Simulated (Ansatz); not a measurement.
# C2H4OSi: two geometries relaxed

All numbers below are computed with Ansatz 0.2.0 (RKS PBE-D4/6-31G*).

### 1 Starting point

Bond lengths: O1–C2 1.209 Å, C2–C3 1.314 Å, C3–Si4 1.698 Å, C3–H5 1.106 Å, Si4–H6 1.509 Å, Si4–H7 1.481 Å, Si4–H8 1.500 Å. Angles: O1–C2–C3 177.5°, C2–C3–Si4 120.3°, C2–C3–H5 118.9°, Si4–C3–H5 120.7°, C3–Si4–H6 114.3°, C3–Si4–H7 111.4°, C3–Si4–H8 111.0°, H6–Si4–H7 107.0°, H6–Si4–H8 106.6°, H7–Si4–H8 106.0°.

As a file:

```xyz
8

O     1.5301   -0.6017    2.2365
C     1.1540   -0.3831    1.1086
C     0.7795   -0.1867   -0.1354
Si   -0.8205    0.2564   -0.4895
H     1.5287   -0.2910   -0.9426
H    -1.2695    1.5394    0.1653
H    -1.0275    0.4173   -1.9472
H    -1.7827   -0.8078   -0.0514
```

### 2 Relaxing end A

input.yaml reads:

```yaml
crystal:
  periodic: [false, false, false]
  atoms:
    - { symbol: O, position_ang: [1.5301, -0.6017, 2.2365] }
    - { symbol: C, position_ang: [1.154, -0.3831, 1.1086] }
    - { symbol: C, position_ang: [0.7795, -0.1867, -0.1354] }
    - { symbol: Si, position_ang: [-0.8205, 0.2564, -0.4895] }
    - { symbol: H, position_ang: [1.5287, -0.291, -0.9426] }
    - { symbol: H, position_ang: [-1.2695, 1.5394, 0.1653] }
    - { symbol: H, position_ang: [-1.0275, 0.4173, -1.9472] }
    - { symbol: H, position_ang: [-1.7827, -0.8078, -0.0514] }
basis:
  gaussian: { orbitals: "6-31G*" }
hamiltonian:
  xc: pbe
  dispersion: d4
relax:
  f_tol: 0.02
  max_steps: 50
```

Run with:

```
ansatz run input.yaml --threads 1 --pin off --max-ram 2048MiB --backend cpu --events-out ev --progress --plain --runs-dir out
```

Q: Estimate wall time and peak memory on 1 thread of Arm Neoverse V1, shared host.

About 42 s, with a peak of 0.13 GiB.
